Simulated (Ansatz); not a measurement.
HPbNO4:

```
CELL_PARAMETERS angstrom
6.85876 0.00000 -0.01491
0.00000 4.22865 0.00000
-3.37519 0.00000 7.28194
ATOMIC_POSITIONS crystal
H 0.22549 0.75000 0.50730
H 0.77451 0.25000 0.49270
Pb 0.30229 0.25000 0.28494
Pb 0.69771 0.75000 0.71506
N 0.21484 0.75000 0.83567
N 0.78516 0.25000 0.16433
O 0.33078 0.75000 0.45338
O 0.40909 0.75000 0.86901
O 0.15508 0.75000 0.96537
O 0.07083 0.75000 0.66955
O 0.66922 0.25000 0.54661
O 0.59091 0.25000 0.13099
O 0.84492 0.25000 0.03463
O 0.92917 0.25000 0.33045
```

The cell was built by a generator and needn't be a form met in nature.

Base run:

- Program: Ansatz 0.2.0
- Functional: BLYP
- Potentials or basis: Ansatz PAW
- Cutoff: 420 eV
- Density cutoff: 1680 eV
- k mesh: 5 × 6 × 4
- Occupations: fermi-dirac, width 0.05 eV
- Spin: no spin polarisation

Its results: band gap on the k mesh 3.07 eV, indirect (least direct gap 3.28 eV); pressure 2.0 GPa; largest force 0.337 eV/Å.

Task: The run is repeated on the same cell with these changes: functional from BLYP to RPBE. What comes out?

Result: Band gap on the k mesh 3.16 eV, indirect (least direct gap 3.36 eV); pressure 2.5 GPa; largest force 0.279 eV/Å.

Caveats: the potentials were made for another functional, which shifts forces and pressure; spin-orbit coupling is left out, which as a rule narrows the gap of such compounds by several tenths of an eV; the PAW data sets come from PBE, with cores solved anew for the run's functional, which leaves a small shift of forces and pressure.

Not every run made on this cell is shown here.
